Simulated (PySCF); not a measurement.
# C4H8Si: the cost of one run

The runs use PySCF 2.14.0, with density-fitted response routines of our own; the level of theory stands in each step. All values are computed, except where a source is named. Atoms are numbered from 0 throughout.

### Step 1. The starting structure

13 atoms, charge 0, multiplicity 1; geometry from: GFN2-xTB.

Bonds of the start (Å): Si0–C1 1.90, C1–C2 1.50, C2–C3 1.33, C3–C4 1.50, C4–C1 1.56, Si0–H5 1.46, Si0–H6 1.46, Si0–H7 1.46, C1–H8 1.09, C2–H9 1.08, C3–H10 1.08, C4–H11 1.09, C4–H12 1.09.

### Step 2. TDDFT and polarisability: PBE0/def2-SVPD

Job settings and geometry (Å):

```
{"job": {"kind": "uv", "xc": "PBE0", "basis": "def2-SVPD", "nstates": 8, "ntriplets": 3}, "charge": 0, "multiplicity": 1}
Si     1.785376    -0.000872     0.414919
C      0.131453     0.476320    -0.386760
C     -0.976948     0.837335     0.561067
C     -1.748205    -0.188173     0.213404
C     -0.784500    -0.706085    -0.813817
H      2.399406     1.200839     0.982317
H      1.544933    -0.986856     1.469422
H      2.659476    -0.573670    -0.611694
H      0.281533     1.211862    -1.180527
H     -1.069793     1.642396     1.267939
H     -2.709715    -0.551258     0.530246
H     -0.382769    -1.700659    -0.619506
H     -1.134634    -0.660692    -1.844740
```

With the program's defaults for keys left out, this is: TDDFT PBE0/def2-SVPD, vertical, gas phase, core orbitals frozen in the response.

On the command line:

```sh
$ OMP_NUM_THREADS=1 python probes_run.py task.json out
```

One launch serves the whole session: the jobs run in the order shown.

**Question.** How long does this first job take on 1 thread of Intel Xeon at 2.50GHz, shared host, and how much memory does it need?

About 40 s, with a peak of 0.7 GiB.
